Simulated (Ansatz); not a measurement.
# CH9B3Si: the cost of one run

Program: Ansatz 0.2.0. Level of theory: RKS B3LYP/6-31G. These are calculated values, not measurements.

## 1. The system as given

Bond lengths: C1–B2 1.565 Å, B2–B3 1.633 Å, B3–B4 1.686 Å, B4–Si5 1.892 Å, C1–H6 1.071 Å, C1–H7 1.120 Å, C1–H8 1.156 Å, B2–H9 1.145 Å, B3–H10 1.230 Å, B4–H11 1.200 Å, Si5–H12 1.437 Å, Si5–H13 1.450 Å, Si5–H14 1.481 Å. Angles (14 of 21 angles, heavy atoms first): C1–B2–B3 118.5°, B2–B3–B4 123.5°, B3–B4–Si5 123.2°, C1–B2–H9 120.8°, B3–B2–H9 120.7°, B2–C1–H6 113.3°, B2–C1–H7 111.4°, B2–C1–H8 107.0°, B2–B3–H10 119.5°, B4–B3–H10 116.9°, B3–B4–H11 114.4°, Si5–B4–H11 122.0°, B4–Si5–H12 110.7°, B4–Si5–H13 105.4°.

Coordinates:

```xyz
14

C    -1.8426    1.5561    1.5677
B    -1.3386    0.9816    0.2024
B    -0.0214    0.0167    0.2028
B     0.6665   -0.6181   -1.1990
Si    2.1688   -1.7678   -1.1855
H    -2.1649    0.7989    2.2528
H    -1.0863    2.2425    2.0262
H    -2.7512    2.2327    1.3355
H    -1.8782    1.2339   -0.7759
H     0.5599   -0.2152    1.2618
H     0.0410   -0.4010   -2.1993
H     2.4958   -2.1938   -2.5189
H     3.2543   -0.9748   -0.6411
H     1.8838   -2.9210   -0.3006
```

## 2. End point A

Contents of input.yaml:

```yaml
crystal:
  periodic: [false, false, false]
  atoms:
    - { symbol: C, position_ang: [-1.8426, 1.5561, 1.5677] }
    - { symbol: B, position_ang: [-1.3386, 0.9816, 0.2024] }
    - { symbol: B, position_ang: [-0.0214, 0.0167, 0.2028] }
    - { symbol: B, position_ang: [0.6665, -0.6181, -1.199] }
    - { symbol: Si, position_ang: [2.1688, -1.7678, -1.1855] }
    - { symbol: H, position_ang: [-2.1649, 0.7989, 2.2528] }
    - { symbol: H, position_ang: [-1.0863, 2.2425, 2.0262] }
    - { symbol: H, position_ang: [-2.7512, 2.2327, 1.3355] }
    - { symbol: H, position_ang: [-1.8782, 1.2339, -0.7759] }
    - { symbol: H, position_ang: [0.5599, -0.2152, 1.2618] }
    - { symbol: H, position_ang: [0.041, -0.401, -2.1993] }
    - { symbol: H, position_ang: [2.4958, -2.1938, -2.5189] }
    - { symbol: H, position_ang: [3.2543, -0.9748, -0.6411] }
    - { symbol: H, position_ang: [1.8838, -2.921, -0.3006] }
basis:
  gaussian: { orbitals: "6-31G" }
hamiltonian:
  xc: b3lyp
relax:
  f_tol: 0.015
  max_steps: 40
```

Command:

```console
$ ansatz run input.yaml --threads 1 --pin off --max-ram 2048MiB --backend cpu --events-out ev --progress --plain --runs-dir out
```

What time and memory should one allow on 1 thread of Intel Xeon Platinum 8488C (Sapphire Rapids), shared host?

About 1.9 min, with a peak of 0.17 GiB.
